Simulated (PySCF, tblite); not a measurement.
# CH4GeN radical: geometry, infrared bands and EPR parameters

Aim: predict the infrared bands and EPR parameters of CH4GeN radical (`[N]=[CH][GeH3]`).

Computed with tblite 0.8.0 and PySCF 2.14.0, with density-fitted response routines of our own, on a single molecule in the gas phase. Atoms are numbered from 0 throughout.

## Step 1: The molecule as given

7 atoms, charge 0, multiplicity 2; geometry from: force field or distance geometry start.

Bonds of the start (Å): N0–C1 1.30, C1–Ge2 1.89, C1–H3 1.08, Ge2–H4 1.55, Ge2–H5 1.54, Ge2–H6 1.55.

## Step 2: Optimising the geometry with GFN2-xTB

The job: settings as JSON, then the geometry in Å.

```
{"job": {"kind": "relax", "xc": "GFN2-xTB", "basis": "xTB"}, "charge": 0, "multiplicity": 2}
N      1.697800    -1.133500     0.005600
C      1.130700     0.034300    -0.036100
Ge    -0.757200     0.097300     0.008800
H      1.756600     0.917600    -0.078600
H     -1.242400    -0.837300    -1.133300
H     -1.376600     1.497100    -0.121600
H     -1.205500    -0.570500     1.328100
```

Started as:

```
OMP_NUM_THREADS=1 python probes_run.py task.json out
```

One launch serves the whole session: the jobs run in the order shown.

**Question.** This job is followed by: GFN2-xTB harmonic vibrations, gas phase; UKS B3LYP, def2-TZVP-core on Ge, pcH-1 on C H N, non-relativistic, mean-field spin-orbit, GIAO. Predict these results of the whole session: strongest single infrared mode (GFN2-xTB); zero-point energy (GFN2-xTB); g(iso) (B3LYP); ⟨S²⟩; largest a(iso) (averaged by class); potential on the surface of density 0.002 e/bohr³, 1st and 99th percentile.

**Answer**, as computed:

| quantity | value |
| --- | --- |
| strongest single infrared mode (GFN2-xTB) | 2072 cm⁻¹, 445 km/mol |
| zero-point energy (GFN2-xTB) | 23.3 kcal/mol |
| g(iso) (B3LYP) | 2.00344 |
| ⟨S²⟩ | 0.759 (exact 0.75) |
| largest a(iso) (averaged by class) | 1H on H3, 273.6 MHz |
| potential on the surface of density 0.002 e/bohr³, 1st and 99th percentile | -1.61 V and 1.49 V |

In words: Over 29 steps the energy fell by 0.438 eV; of the close pairs, C1–Ge2 changed most, 1.889 to 2.034 Å. The lowest mode is imaginary (95i cm⁻¹), so the xTB geometry is not a minimum: the zero-point energy counts the real modes alone, and all values at this geometry belong to a saddle point. The strongest single mode, at 2072 cm⁻¹, moves mainly H4 and H6. GFN2-xTB is a fitted tight-binding method: band positions and strengths are rough. Its intensities can rank the bands wrongly. Most of the unpaired spin sits on N0 (0.83 e). The isotropic g lies 1.1 ppt above the free-electron value. The hyperfine terms hold no scalar relativity, which the heavier nuclei need. The conformer search found further structures of the same energy, which may be mirror or relabelled copies of this one.
